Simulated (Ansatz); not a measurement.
# TaF3: the cost of one run

Computed with Ansatz 0.2.0 (DFT r²SCAN+U (U = 4 eV, J = 0.7 eV on Ta d), plane waves, PAW, no spin–orbit coupling unless a run says so, unless a step's input says otherwise).

## (1) Starting point

It takes space group Pm-3m (No. 221, cubic). Conventional cell: a = 3.901 Å, b = 3.901 Å, c = 3.901 Å, α = 90.00°, β = 90.00°, γ = 90.00°. Ta (site symmetry m-3m) is surrounded by 6 F at 1.95 Å. F (site symmetry 4/mmm) is surrounded by 2 Ta at 1.95 Å.

As a file:

```cif
data_structure
_symmetry_space_group_name_H-M 'P 1'
_symmetry_Int_Tables_number 1
_cell_length_a 3.9012
_cell_length_b 3.9012
_cell_length_c 3.9012
_cell_angle_alpha 90.000
_cell_angle_beta 90.000
_cell_angle_gamma 90.000
_cell_volume 59.37
loop_
_atom_site_label
_atom_site_type_symbol
_atom_site_fract_x
_atom_site_fract_y
_atom_site_fract_z
_atom_site_occupancy
Ta1 Ta 0.00000 0.00000 0.00000 1
F1 F 0.50000 0.00000 0.00000 1
F2 F 0.00000 0.50000 0.00000 1
F3 F 0.00000 0.00000 0.50000 1
```

Magnetic order typed: ferromagnetic.

An earlier series on this cell reached its lowest free state from «from atoms, default search», perhaps among other starts.

## (2) Random orbitals: single harmonics, second filling

input.yaml reads:

```yaml
crystal:
  lattice:
    - [3.90120059, 0.0, 0.0]
    - [0.0, 3.90120059, 0.0]
    - [0.0, 0.0, 3.90120059]
  atoms:
    - { symbol: Ta, position: [0.0, 0.0, 0.0], spin: 0.3 }
    - { symbol: F, position: [0.5, 0.0, 0.0] }
    - { symbol: F, position: [0.0, 0.5, 0.0] }
    - { symbol: F, position: [0.0, 0.0, 0.5] }
basis:
  ecutwfc: 500
  ecutrho_ratio: 4
kpoints:
  mp_grid: { grid: [5, 5, 5] }
hamiltonian:
  xc: r2scan
  hubbard:
    sites:
      - { site: 0, l: d, u: 4.0, j: 0.7, starting_ns: [{ spin: up, occupation_matrix: s0up }, { spin: down, occupation_matrix: s0down }] }
    occupation_matrices:
      s0up:
        matrix:
          - [0.97, 0.0, 0.0, 0.0, 0.0]
          - [0.0, 0.02, 0.0, 0.0, 0.0]
          - [0.0, 0.0, 0.02, 0.0, 0.0]
          - [0.0, 0.0, 0.0, 0.02, 0.0]
          - [0.0, 0.0, 0.0, 0.0, 0.02]
      s0down:
        matrix:
          - [0.02, 0.0, 0.0, 0.0, 0.0]
          - [0.0, 0.02, 0.0, 0.0, 0.0]
          - [0.0, 0.0, 0.02, 0.0, 0.0]
          - [0.0, 0.0, 0.0, 0.02, 0.0]
          - [0.0, 0.0, 0.0, 0.0, 0.97]
    ns_hold: { iters: 5 }
scf:
  occupations: { method: gaussian, width: 0.05 }
  lower_state_search: "off"
  max_iter: 150
output:
  forces: true
  stress: true
  eigenvalues: true
  populations: true
  hubbard: { sites: [{ site: 0, l: d }] }
magnetization:
  spin_polarized: true
```

The typed matrices put 0.97 on the chosen orbitals and 0.02 on the others, and are held for 5 cycles.

Run with:

```
$ ansatz run input.yaml --threads 4 --pin off --max-ram 6144MiB --backend cpu --events-out ev --progress --plain --runs-dir out
```

**Question.** How long does this run take on 4 threads of Arm Neoverse V2, shared host, and how much memory does it need?

About 17 s, with a peak of 0.53 GiB.
